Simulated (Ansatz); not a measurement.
Set up this calculation in Ansatz 0.2.0, as the native input.

```
Task                    : single point
Functional              : HSE06 form with a typed share of exact exchange
Potentials or basis     : Ansatz PAW
Cutoff                  : 420 eV (not typed: the program's choice for these potentials)
k mesh                  : 4 × 4 × 4
Occupations             : fermi-dirac, width 0.05 eV
Spin                    : no spin polarisation
Screening (1/Å)         : 0.2
Share of exact exchange : 0.3
```

The system is PtSe.

```
Pt Se
1.0
     3.70187    0.00000    0.00000
    -1.85094    3.20591    0.00000
     0.00000    0.00000    3.61284
Pt Se
1 1
Direct
  0.00000 0.00000 0.00000
  0.66667 0.33333 0.50000
```

The cell comes from a database or a generator and needn't be the stable form of this composition.

The input as run:

input

```
crystal:
  lattice:
    - [3.70187033, 0.0, 0.0]
    - [-1.85093516, 3.20591375, 0.0]
    - [0.0, 0.0, 3.61284203]
  atoms:
    - { symbol: Pt, position: [0.0, 0.0, 0.0] }
    - { symbol: Se, position: [0.6666666667, 0.3333333333, 0.5] }
hamiltonian:
  xc: { exchange: pbe, correlation: pbe, exx: { coeff: 0.3, omega: 0.2 } }
  pseudopotentials: { kind: paw }
kpoints:
  mp_grid: { grid: [4, 4, 4] }
scf:
  occupations: { method: fermi_dirac, width: 0.05 }
output:
  forces: true
  stress: true
  eigenvalues: true
```

Results of the run:

* Pressure: -16.2 GPa
* Band gap on the k mesh: none (metal or under the smearing width)

Caveat: the k mesh is coarse (spacing up to 0.49 Å⁻¹), so the values aren't converged, least of all with exact exchange; the PAW data sets come from PBE, with cores solved anew for the run's functional, which leaves a small shift of forces and pressure; the thresholds are loose for stress.

Wall time 16 s on 1 × NVIDIA H100 80GB HBM3 with 2 threads of AMD EPYC 7R13 Processor (Zen 3) (shared host), peak memory 1.7 GiB.
